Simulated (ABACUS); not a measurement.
ScSi2:

```
Sc Si
1.0
     3.66000    0.00000    0.00000
    -1.83000    3.16965    0.00000
     0.00000    0.00000    3.87000
Sc Si
1 2
Direct
  0.00000 0.00000 0.00000
  0.66667 0.33333 0.50000
  0.33333 0.66667 0.50000
```

Base run:

- Program: ABACUS 3.10.1
- Functional: PBE
- Potentials or basis: PseudoDojo NC SR 0.4.1 PBE standard
- Cutoff: 1075 eV
- Density cutoff: 4299 eV
- Basis: plane waves
- k mesh: 8 × 8 × 7
- Occupations: fermi-dirac, width 0.05 eV
- Spin: no spin polarisation

Its results: band gap on the k mesh none (metal or under the smearing width); pressure 24.9 GPa.

The run is repeated on the same cell with these changes: cutoff from 1075 eV to 1361 eV; density cutoff from 4299 eV to 5442 eV; basis from plane waves to DZP LCAO (the cutoffs set its grid). What comes out?

Band gap on the k mesh none (metal or under the smearing width); pressure 25.8 GPa.

Caveats: so large a pressure means that the cell lies far from this level's equilibrium, or that cutoff or potentials fall short; there are fewer bands than atomic start orbitals, so a level may be missed at k points of high symmetry (some runs); the atomic orbitals were generated for these runs and aren't a published set (some runs); the basis of atomic orbitals isn't converged, which shifts pressures, moduli and gaps (some runs).

Not every run made on this cell is shown here.
